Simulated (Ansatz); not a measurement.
**C2H5FZn: a ladder of functionals and wavefunction methods**

How much do the methods differ for C2H5FZn? The plan is to run it at one geometry with functionals of several rungs and with coupled cluster. The yardstick is the atomisation energy at the CCSD(T) limit.

The runs use Ansatz 0.2.0, Gaussian basis; functionals in def2-TZVPP, the program's frozen cores in correlated methods.

The runs, in order: PBE-D4, r2SCAN-D4, PBE0-D4, B3LYP-D4, ωB97X-V, ωB97M-V, B2PLYP; CCSD(T)/def2-TZVPP; MP2/def2-QZVPP; extrapolation to the limit.

## 1. Structure used throughout

The geometry comes from an earlier relaxation with PBE0-D4 in a triple-zeta def2 set; it is a stationary point, not always the lowest conformer.

SMILES `C[CH](F)[ZnH]`, 9 atoms, charge 0, spin multiplicity 1.

Atoms are counted from 1 here; the program's logs count them from 0.

Bond lengths: C1–C2 1.510 Å, C1–H5 1.092 Å, C1–H6 1.094 Å, C1–H7 1.095 Å, C2–F3 1.415 Å, C2–Zn4 1.981 Å, C2–H8 1.097 Å, Zn4–H9 1.543 Å. Angles: C2–C1–H5 112.1°, C2–C1–H6 109.8°, C2–C1–H7 111.0°, H5–C1–H6 107.9°, H5–C1–H7 107.9°, H6–C1–H7 107.9°, C1–C2–F3 108.2°, C1–C2–Zn4 116.6°, C1–C2–H8 109.0°, F3–C2–Zn4 106.3°, F3–C2–H8 105.4°, Zn4–C2–H8 110.6°, C2–Zn4–H9 178.7°.

## 2. PBE-D4 (GGA)

in.yaml

```yaml
crystal:
  periodic: [false, false, false]
  atoms:
    - {symbol: C, position_ang: [0.747153, 0.594890, -0.643253]}
    - {symbol: C, position_ang: [0.180934, -0.553661, 0.156200]}
    - {symbol: F, position_ang: [-0.036289, -1.640545, -0.722991]}
    - {symbol: Zn, position_ang: [-1.541706, -0.229800, 1.078617]}
    - {symbol: H, position_ang: [0.038362, 0.967502, -1.386362]}
    - {symbol: H, position_ang: [0.999572, 1.423795, 0.025196]}
    - {symbol: H, position_ang: [1.660171, 0.295431, -1.168779]}
    - {symbol: H, position_ang: [0.939416, -0.901508, 0.867672]}
    - {symbol: H, position_ang: [-2.899215, -0.002405, 1.776601]}
basis:
  gaussian: {orbitals: def2-TZVPP}
hamiltonian: {xc: pbe, dispersion: d4}
output: {forces: true, orbitals: {seedname: orbitals}}
```

Command:

```bash
> ansatz run in.yaml --threads 4 --pin off --events-out ev --progress --plain --max-ram 10444MiB
```

Further steps of the session: r2SCAN-D4 (meta-GGA); PBE0-D4 (hybrid); B3LYP-D4 (hybrid); ωB97X-V (range-separated); ωB97M-V (range-separated); B2PLYP (double hybrid); CCSD(T) in def2-TZVPP; MP2 in def2-QZVPP.

**Question.** What will the summary of the whole plan be? Wanted: atomisation energy, CCSD(T)/CBS; farthest; mean size of error, hybrid; mean size of error, range-separated; gap, smallest and largest; T1 diagnostic; triples share of the correlation energy.

**Answer**, as computed:

| quantity | value |
| --- | --- |
| atomisation energy, CCSD(T)/CBS | 30.410 eV |
| functionals within 0.152 eV (0.5 %) | B3LYP-D4, ωB97M-V |
| farthest | PBE-D4 (+0.698 eV) |
| mean size of error, hybrid | 0.119 eV |
| mean size of error, range-separated | 0.190 eV |
| gap, smallest and largest | 4.46 eV (PBE-D4), 10.50 eV (ωB97X-V) |
| T1 diagnostic | 0.0141 |
| triples share of the correlation energy | 3.2 % |

In words: PBE-D4 is off by +0.698 eV. Double hybrids carry the basis error of their MP2 part in triple zeta, and no dispersion term here, so their miss is partly the set-up's. Misses under about 0.152 eV are within the doubt on the reference itself, which lacks core-valence correlation, relativity and higher excitations. Hartree-Fock recovers 73 % of the binding; the rest is correlation. The gap grows from 4.5 to 10.5 eV across the functionals, mostly with the share of exact exchange. For Zn the d shell is correlated and the shells below it are frozen.
